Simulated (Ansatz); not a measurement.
# SiGe3: the cost of one run

Method: DFT PBEsol, scalar-relativistic, plane waves, PAW, in Ansatz 0.2.0.

That is the level of the relaxation; later steps name their own.

## (1) The system as given

It takes space group P1 (No. 1, triclinic). Conventional cell: a = 6.517 Å, b = 7.895 Å, c = 7.895 Å, α = 120.00°, β = 90.00°, γ = 90.00°. Si (site symmetry 1) is surrounded by 3 Ge at 2.42 Å and 1 Si at 2.44 Å. Si (site symmetry 1) is surrounded by 4 Ge at 2.42 to 2.44 Å. Ge (site symmetry 1) is surrounded by 4 Ge at 2.42 to 2.44 Å. Si (site symmetry 1) is surrounded by 3 Ge at 2.42 to 2.44 Å and 1 Si at 2.42 Å. Ge (site symmetry 1) is surrounded by 3 Ge at 2.42 to 2.44 Å and 1 Si at 2.42 Å. Ge (site symmetry 1) has 1 Si at 2.42 Å and 3 Ge at 2.42 to 2.44 Å as nearest neighbours. Only part of the 16 independent sites is listed.

Structure file:

```cif
data_structure
_symmetry_space_group_name_H-M 'P1'
_symmetry_Int_Tables_number 1
_cell_length_a 6.5169
_cell_length_b 7.8953
_cell_length_c 7.8953
_cell_angle_alpha 120.000
_cell_angle_beta 90.000
_cell_angle_gamma 90.000
_cell_volume 351.81
loop_
_atom_site_label
_atom_site_type_symbol
_atom_site_symmetry_multiplicity
_atom_site_Wyckoff_symbol
_atom_site_fract_x
_atom_site_fract_y
_atom_site_fract_z
_atom_site_occupancy
Si1 Si 1 a 0.93710 0.16667 0.83333 1
Si2 Si 1 a 0.93710 0.16667 0.33333 1
Ge1 Ge 1 a 0.93710 0.66667 0.83333 1
Ge2 Ge 1 a 0.93710 0.66667 0.33333 1
Si3 Si 1 a 0.43710 0.33333 0.16667 1
Ge3 Ge 1 a 0.43710 0.33333 0.66667 1
Ge4 Ge 1 a 0.43710 0.83333 0.16667 1
Ge5 Ge 1 a 0.43710 0.83333 0.66667 1
Si4 Si 1 a 0.56290 0.16667 0.83333 1
Ge6 Ge 1 a 0.56290 0.16667 0.33333 1
Ge7 Ge 1 a 0.56290 0.66667 0.83333 1
Ge8 Ge 1 a 0.56290 0.66667 0.33333 1
Ge9 Ge 1 a 0.06290 0.33333 0.16667 1
Ge10 Ge 1 a 0.06290 0.33333 0.66667 1
Ge11 Ge 1 a 0.06290 0.83333 0.16667 1
Ge12 Ge 1 a 0.06290 0.83333 0.66667 1
```

(A quick probe on a coarse mesh, which set the mesh and smearing, is not shown.)

## (3) Relaxing cell and atoms

Contents of input.yaml:

```yaml
crystal:
  lattice:
    - [0.0, 0.0, -6.51693307]
    - [-3.9476447, -6.83752119, 0.0]
    - [-3.9476447, 6.83752119, 0.0]
  atoms:
    - { symbol: Si, position: [0.93709875, 0.16666666, 0.83333333] }
    - { symbol: Si, position: [0.93709875, 0.16666666, 0.33333333] }
    - { symbol: Ge, position: [0.93709875, 0.66666666, 0.83333333] }
    - { symbol: Ge, position: [0.93709875, 0.66666666, 0.33333333] }
    - { symbol: Si, position: [0.43709875, 0.33333334, 0.16666667] }
    - { symbol: Ge, position: [0.43709875, 0.33333334, 0.66666667] }
    - { symbol: Ge, position: [0.43709875, 0.83333334, 0.16666667] }
    - { symbol: Ge, position: [0.43709875, 0.83333334, 0.66666667] }
    - { symbol: Si, position: [0.56290125, 0.16666666, 0.83333333] }
    - { symbol: Ge, position: [0.56290125, 0.16666666, 0.33333333] }
    - { symbol: Ge, position: [0.56290125, 0.66666666, 0.83333333] }
    - { symbol: Ge, position: [0.56290125, 0.66666666, 0.33333333] }
    - { symbol: Ge, position: [0.06290125, 0.33333334, 0.16666667] }
    - { symbol: Ge, position: [0.06290125, 0.33333334, 0.66666667] }
    - { symbol: Ge, position: [0.06290125, 0.83333334, 0.16666667] }
    - { symbol: Ge, position: [0.06290125, 0.83333334, 0.66666667] }
basis:
  ecutwfc: 420
kpoints:
  mp_grid: { grid: [6, 6, 6] }
hamiltonian:
  xc: pbesol
scf:
  occupations: { method: gaussian, width: 0.1 }
output:
  forces: true
  stress: true
  eigenvalues: true
  write_density: true
  write_potential: true
  elf: true
  volumetric_format: npy
relax:
  adjacent_minimum: "off"
  f_tol: 0.005
  max_steps: 80
  cell: { stress_tol: 0.05 }
```

Launch:

```bash
ansatz run input.yaml --threads 4 --pin off --max-ram 10240MiB --backend cpu --events-out ev --progress --plain --runs-dir out
```

**Question.** How long does this run take on 4 threads of Intel Xeon at 2.70GHz, shared host, and how much memory does it need?

About 11 min, with a peak of 3.1 GiB.
